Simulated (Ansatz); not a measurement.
# One shape, several levels: GaPH3F3 (SMILES [F][Ga-]([F])([F])[PH3+])

Wanted: a comparison of 6 runs (HF/6-31G**, HF/def2-SVP, B3LYP/6-31G*, PBE0/def2-SVP, r2SCAN/def2-TZVP) of GaPH3F3. 

Program for the calculation: Ansatz 0.2.0.

4 further runs of the same task are left out: 1 for a known fault of the program, 3 set aside as unsound or not needed.

## (1) Starting point

GaPH3F3 has 8 atoms, charge 0, and is taken as a singlet. As SMILES, `[F][Ga-]([F])([F])[PH3+]`. The shape is that of a PBE0-D4/def2-TZVP optimisation.

Bond lengths: F1–Ga2 1.754 Å, Ga2–F3 1.754 Å, Ga2–F4 1.754 Å, Ga2–P5 2.493 Å, P5–H6 1.406 Å, P5–H7 1.406 Å, P5–H8 1.406 Å. Some angles: F1–Ga2–F3 117.0°, F1–Ga2–F4 117.0°, F1–Ga2–P5 100.2°, F3–Ga2–F4 117.0°, F3–Ga2–P5 100.1°, F4–Ga2–P5 100.2°, Ga2–P5–H6 117.2°, Ga2–P5–H7 117.2°, Ga2–P5–H8 117.2°, H6–P5–H7 100.7°.

## (2) Energy and forces at HF/6-31G(d,p) (spherical functions) (run 1)

in.yaml

```yaml
crystal:
  periodic: [false, false, false]
  atoms:
    - {symbol: F, position_ang: [-0.150400, -2.040300, 1.276900]}
    - {symbol: Ga, position_ang: [0.736100, -1.171000, 0.038400]}
    - {symbol: F, position_ang: [2.309300, -0.537000, 0.483900]}
    - {symbol: F, position_ang: [0.540600, -1.723000, -1.614600]}
    - {symbol: P, position_ang: [-0.581200, 0.944100, -0.044200]}
    - {symbol: H, position_ang: [-1.670500, 1.058800, 0.837500]}
    - {symbol: H, position_ang: [-1.197200, 1.271500, -1.265100]}
    - {symbol: H, position_ang: [0.105500, 2.139800, 0.231300]}
basis:
  gaussian: {orbitals: 6-31G_st__st_-spherical.json}
hamiltonian: {xc: hf}
output: {forces: true, orbitals: {seedname: orbitals}}
accuracy: high
```

The basis set 6-31G** is read from a file made from the Basis Set Exchange's data (not shown).

Launch:

```
$ ansatz run in.yaml --threads 1 --pin off --max-ram 2610MiB --events-out events.jsonl --progress --plain --runs-dir runs
```

The program printed:

```text
Warning: RAYON_NUM_THREADS=1 ignored (pool sized by the plan → 1); use --threads N
Functional definition: HF
  name "HF"
  exchange = exact_x
  correlation = 0
2291 factors; integrals over basis functions are off by at most 1.0e-8 eV
mean field evaluation 1: about -69761.5583 eV, gradient 5.0e1 eV
mean field evaluation 2: about -69761.6440 eV, gradient 5.0e1 eV
mean field evaluation 4: about -69766.6892 eV, gradient 3.1e0 eV
mean field evaluation 8: about -69766.7370 eV, gradient 6.8e-2 eV
mean field -69766.73707927 eV, -2563.8802980704 hartree, gradient 3.8e-8 eV, S^2 0.000000; 0 other end points of the search recorded, 0 dependent functions left out
the calculation of the forces begins
reference -69766.73707927 eV, -2563.8802980704 hartree; 38, 38 occupied and 69, 69 virtual orbitals, 2291 factors
Total energy: -69766.73707927 eV, -2563.8802980704 hartree
Atom 0 at    -0.150400    -2.040300     1.276900 Å, force     0.273606     0.206710    -0.348242 eV/Å
Atom 1 at     0.736100    -1.171000     0.038400 Å, force     0.247326    -0.398524     0.016037 eV/Å
Atom 2 at     2.309300    -0.537000     0.483900 Å, force    -0.418285    -0.217243    -0.123224 eV/Å
Atom 3 at     0.540600    -1.723000    -1.614600 Å, force     0.079261     0.117447     0.466932 eV/Å
Atom 4 at    -0.581200     0.944100    -0.044200 Å, force    -0.557105     0.895610    -0.035782 eV/Å
Atom 5 at    -1.670500     1.058800     0.837500 Å, force     0.305405    -0.097470    -0.208322 eV/Å
Atom 6 at    -1.197200     1.271500    -1.265100 Å, force     0.191201    -0.149453     0.296669 eV/Å
Atom 7 at     0.105500     2.139800     0.231300 Å, force    -0.121408    -0.357077    -0.064067 eV/Å
Dipole moment:    -0.737292     1.183345    -0.046306 e Å
```

It took 8.4 s on 1 thread of Arm Neoverse V2, shared host.

## (3) Energy and forces at HF/def2-SVP (run 2)

Changes to in.yaml since step 2:

```diff
@@ -1 +1,3 @@
+basis:
+  gaussian: {orbitals: def2-SVP}
 crystal:
@@ -11,6 +13,4 @@
     - {symbol: H, position_ang: [0.105500, 2.139800, 0.231300]}
-basis:
-  gaussian: {orbitals: 6-31G_st__st_-spherical.json}
 hamiltonian: {xc: hf}
+accuracy: high
 output: {forces: true, orbitals: {seedname: orbitals}}
-accuracy: high
```

Launch:

```
$ ansatz run in.yaml --threads 1 --pin off --max-ram 2610MiB --events-out events.jsonl --progress --plain --runs-dir runs
```

The program printed, shortened:

```text
Warning: RAYON_NUM_THREADS=1 ignored (pool sized by the plan → 1); use --threads N
[... 2 set-up lines as earlier in the session ...]
[...]
2221 factors; integrals over basis functions are off by at most 9.9e-9 eV
[...]
mean field -69758.84704125 eV, -2563.5903445211 hartree, gradient 2.3e-8 eV, S^2 0.000000; 0 other end points of the search recorded, 0 dependent functions left out
[...]
reference -69758.84704125 eV, -2563.5903445211 hartree; 38, 38 occupied and 69, 69 virtual orbitals, 2221 factors
Total energy: -69758.84704125 eV, -2563.5903445211 hartree
Atom 0 at    -0.150400    -2.040300     1.276900 Å, force     0.221109     0.152450    -0.272967 eV/Å
Atom 1 at     0.736100    -1.171000     0.038400 Å, force     0.203286    -0.327909     0.013308 eV/Å
Atom 2 at     2.309300    -0.537000     0.483900 Å, force    -0.321885    -0.180471    -0.096411 eV/Å
Atom 3 at     0.540600    -1.723000    -1.614600 Å, force     0.068274     0.082172     0.366874 eV/Å
Atom 4 at    -0.581200     0.944100    -0.044200 Å, force    -0.434726     0.698746    -0.028155 eV/Å
Atom 5 at    -1.670500     1.058800     0.837500 Å, force     0.145138    -0.108658    -0.062780 eV/Å
Atom 6 at    -1.197200     1.271500    -1.265100 Å, force     0.109055    -0.125449     0.097514 eV/Å
Atom 7 at     0.105500     2.139800     0.231300 Å, force     0.009749    -0.190881    -0.017384 eV/Å
Dipole moment:    -0.748551     1.201446    -0.047011 e Å
```

Wall time 6.9 s (1 thread of Arm Neoverse V2, shared host).

Runs 3 to 5 aren't shown in full; the table further down has their settings and results.

## (4) Energy and forces at r2SCAN/def2-TZVP (run 6)

run.yaml

```yaml
crystal:
  periodic: [false, false, false]
  atoms:
    - {symbol: F, position_ang: [-0.150400, -2.040300, 1.276900]}
    - {symbol: Ga, position_ang: [0.736100, -1.171000, 0.038400]}
    - {symbol: F, position_ang: [2.309300, -0.537000, 0.483900]}
    - {symbol: F, position_ang: [0.540600, -1.723000, -1.614600]}
    - {symbol: P, position_ang: [-0.581200, 0.944100, -0.044200]}
    - {symbol: H, position_ang: [-1.670500, 1.058800, 0.837500]}
    - {symbol: H, position_ang: [-1.197200, 1.271500, -1.265100]}
    - {symbol: H, position_ang: [0.105500, 2.139800, 0.231300]}
basis:
  gaussian: {orbitals: def2-TZVP}
accuracy: high
hamiltonian: {xc: r2scan}
output: {forces: true, orbitals: {seedname: orbitals}}
```

Launch:

```
$ ansatz run run.yaml --threads 1 --pin off --max-ram 2610MiB --events-out events.jsonl --progress --plain --runs-dir runs
```

The program printed, shortened:

```text
Warning: RAYON_NUM_THREADS=1 ignored (pool sized by the plan → 1); use --threads N
Functional definition: r2SCAN
  name "r2SCAN"
[...]
3347 factors; integrals over basis functions are off by at most 6.0e-8 eV
[...]
mean field -69869.78134430 eV, -2567.6671049641 hartree, gradient 5.0e-8 eV, S^2 0.000000; 0 other end points of the search recorded, 0 dependent functions left out
[...]
reference -69869.78134535 eV, -2567.6671050029 hartree; 38, 38 occupied and 158, 158 virtual orbitals, 3347 factors
Total energy: -69869.78134535 eV, -2567.6671050029 hartree
Atom 0 at    -0.150400    -2.040300     1.276900 Å, force    -0.002363    -0.013998     0.009488 eV/Å
Atom 1 at     0.736100    -1.171000     0.038400 Å, force    -0.034859     0.053990    -0.001709 eV/Å
Atom 2 at     2.309300    -0.537000     0.483900 Å, force     0.018129    -0.002382     0.004359 eV/Å
Atom 3 at     0.540600    -1.723000    -1.614600 Å, force     0.003145    -0.011573    -0.013053 eV/Å
Atom 4 at    -0.581200     0.944100    -0.044200 Å, force     0.043822    -0.070322     0.001865 eV/Å
Atom 5 at    -1.670500     1.058800     0.837500 Å, force    -0.007707     0.015849    -0.001954 eV/Å
Atom 6 at    -1.197200     1.271500    -1.265100 Å, force    -0.008739     0.014854     0.002496 eV/Å
Atom 7 at     0.105500     2.139800     0.231300 Å, force    -0.011428     0.013583    -0.001493 eV/Å
Dipole moment:    -0.703989     1.130022    -0.044204 e Å
```

Run time: 51 s. Hardware: 1 thread of Arm Neoverse V2, shared host; peak memory 0.88 GiB.

## (5) Overview of the runs

```
run                               level  Cartesian functions   energy (Eh)  dipole moment (D)  HOMO energy (eV)  LUMO energy (eV)  wall time
  1    HF/6-31G** (spherical functions)                   no  -2563.880298               6.70            -13.18              2.69      8.4 s
  2                         HF/def2-SVP                   no  -2563.590345               6.80            -13.31              2.80      6.9 s
  3  B3LYP/6-31G* (spherical functions)                   no  -2567.413402               6.42             -9.23             -0.84       15 s
  4  B3LYP/6-31G* (Cartesian functions)                  yes  -2567.425856               6.39             -9.22             -0.84       16 s
  5                       PBE0/def2-SVP                   no  -2566.405986               6.57             -9.63             -0.64       15 s
  6                    r2SCAN/def2-TZVP                   no  -2567.667105               6.40             -8.59             -1.66       51 s
```

## (6) Results

| quantity | value |
| --- | --- |
| run 6: total energy | -2567.66711 Eh |
| run 6: dipole moment | 6.40 D |
| run 6: HOMO energy | -8.59 eV |
| run 6: LUMO energy | -1.66 eV |
| run 6: HOMO–LUMO gap | 6.93 eV |
| run 6: largest force on an atom | 0.083 eV/Å |

What this shows: The dipole moment (its size) runs from 6.39 D (B3LYP/6-31G*) to 6.80 D (HF/def2-SVP). The two ends differ in method and basis. The HOMO–LUMO gap runs from 6.93 eV (r2SCAN/def2-TZVP) to 16.11 eV (HF/def2-SVP). Totals of different functionals can't be ranked against each other. All runs together took 1.9 min, the longest 51 s.
